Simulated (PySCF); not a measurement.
# NaTl: from the state search to spectroscopic constants

One job finds the state of NaTl, follows it along the bond with each method and fits the curves.

Computed with PySCF 2.14.0. Level: Na aug-cc-pVDZ, Tl aug-cc-pVDZ-PP with ECP60, scalar-relativistic core potentials.

## (1) Input

Settings of the job:

| Item | Value |
| --- | --- |
| atoms | Na, Tl |
| charge | 0 |
| basis | Na aug-cc-pVDZ, Tl aug-cc-pVDZ-PP with ECP60 |
| Hamiltonian | scalar-relativistic core potentials |
| basis functions | 59 |
| electrons treated | 32 |
| masses in u | 22.9898, 204.9744 |
| levels | PBE0, PBE, r²SCAN, revPBE, MN15, TPSSh, HF, MP2, SCS-MP2, CCSD, CCSD(T) |
| grid | 80 radial by 434 angular points |
| occupations | held fixed by the projection of orbital angular momentum |
| dissociation limit | Na + Tl, each in its ground configuration |
| starting distance in angstrom | 3.005 |
| values of 2S to try | 0, 2 |

Started as:

```console
OMP_NUM_THREADS=1 python dia.py task.json out
```

After this run come: First curve: PBE0; Other states along the same grid; PBE (GGA); r²SCAN; revPBE; MN15 (hybrid meta-GGA); TPSSh; RHF; Correlated methods on the Hartree–Fock reference.

Q: Predict the outcome of this session. Wanted: for each run, Re; ωe; De; μ.

As calculated:

Lowest PBE0 solution found, without spin–orbit coupling: ¹Σ⁺ (singlet), closed shell. State 2 has its PBE0 minimum 0.28 eV higher. State 3 has its PBE0 minimum 0.45 eV higher, as a spin-mixed determinant (⟨S²⟩ = 1.00), so this is no gap between pure states. The other levels ran on the lowest alone.

```tsv
level	Re (Å)	ωe (cm⁻¹)	De (eV)	μ (D)
RHF	3.348	133.6	-0.086	-2.00
RHF-MP2	3.293	139.7	0.55	n/a
RHF-SCS-MP2	3.315	136.3	0.58	n/a
RHF-CCSD	3.322	132.6	0.70	n/a
RHF-CCSD(T)	3.324	130.9	0.75	n/a
PBE	3.279	132.0	0.87	-0.60
revPBE	3.333	126.7	0.78	-0.55
r²SCAN	3.274	134.8	0.68	-1.17
TPSSh	3.301	131.3	0.83	-1.13
PBE0	3.264	137.0	0.74	-1.15
MN15	3.186	148.7	0.94	-1.19
```

De is counted to Na + Tl in their ground configurations. A positive dipole means Na(−)Tl(+).

In words: Bond lengths run from 3.186 Å (MN15) to 3.348 Å (RHF). CCSD(T) can't serve as the judge here: for a weak bond in this basis it is far from its limit. Of the levels with a De here, RHF gives the least (-0.086 eV) and MN15 the most (0.94 eV).

Correlated steps freeze 5 core orbitals. These are scalar-relativistic numbers at best; spin–orbit coupling would shift them, the dissociation energy most. A negative De means that the minimum lies above the separated atoms at that level.
